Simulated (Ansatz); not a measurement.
# FeO2: the cost of one run

Program: Ansatz 0.2.0. Level of theory: DFT LDA+U (U = 5 eV, J = 0.5 eV on Fe d), plane waves, PAW. These are calculated values, not measurements.

### 1 The structure to begin with

It takes space group R-3m (No. 166, trigonal). The conventional cell has a = 2.917 Å, b = 2.917 Å, c = 13.227 Å, α = 90.00°, β = 90.00°, γ = 120.00°. Fe (site symmetry -3m) is surrounded by 6 O at 2.00 Å. O (site symmetry 3m) is surrounded by 3 Fe at 2.00 Å.

Coordinates:

```
CELL_PARAMETERS angstrom
1.45825 -0.84192 8.81769
-1.45825 -0.84192 8.81769
0.00000 -3.36769 8.81769
ATOMIC_POSITIONS crystal
Fe 0.00000 0.00000 0.00000
O 0.25200 0.25200 0.87400
O 0.74800 0.74800 0.62600
Fe 0.00000 0.00000 0.50000
O 0.25200 0.25200 0.37400
O 0.74800 0.74800 0.12600
```

Magnetic order typed: antiferromagnetic, doubled cell 1/2 1/2 1/2.

### 2 From atoms, symmetry kept, no search

The input, input.yaml:

```yaml
crystal:
  lattice:
    - [1.45825204, -0.84192221, 8.81769026]
    - [-1.45825204, -0.84192221, 8.81769026]
    - [0.0, -3.36768884, 8.81769026]
  atoms:
    - { symbol: Fe, position: [0.0, 0.0, 0.0], spin: 4.0 }
    - { symbol: O, position: [0.252, 0.252, 0.874] }
    - { symbol: O, position: [0.748, 0.748, 0.626] }
    - { symbol: Fe, position: [0.0, 0.0, 0.5], spin: -4.0 }
    - { symbol: O, position: [0.252, 0.252, 0.374] }
    - { symbol: O, position: [0.748, 0.748, 0.126] }
basis:
  ecutwfc: 420
  ecutrho_ratio: 4
kpoints:
  mp_grid: { grid: [8, 8, 8] }
hamiltonian:
  xc: lda
  hubbard:
    sites:
      - { site: 0, l: d, u: 5.0, j: 0.5 }
      - { site: 3, l: d, u: 5.0, j: 0.5 }
scf:
  occupations: { method: gaussian, width: 0.05 }
  lower_state_search: "off"
  max_iter: 150
output:
  forces: true
  stress: true
  eigenvalues: true
  populations: true
  hubbard: { sites: [{ site: 0, l: d }, { site: 3, l: d }] }
magnetization:
  spin_polarized: true
```

Started as:

```console
$ ansatz run input.yaml --threads 4 --pin off --max-ram 6144MiB --backend cpu --events-out ev --progress --plain --runs-dir out
```

**Question.** How long does this run take on 4 threads of Intel Xeon 6975P-C (Granite Rapids), shared host, and how much memory does it need?

About 2.5 s, with a peak of 0.7 GiB.
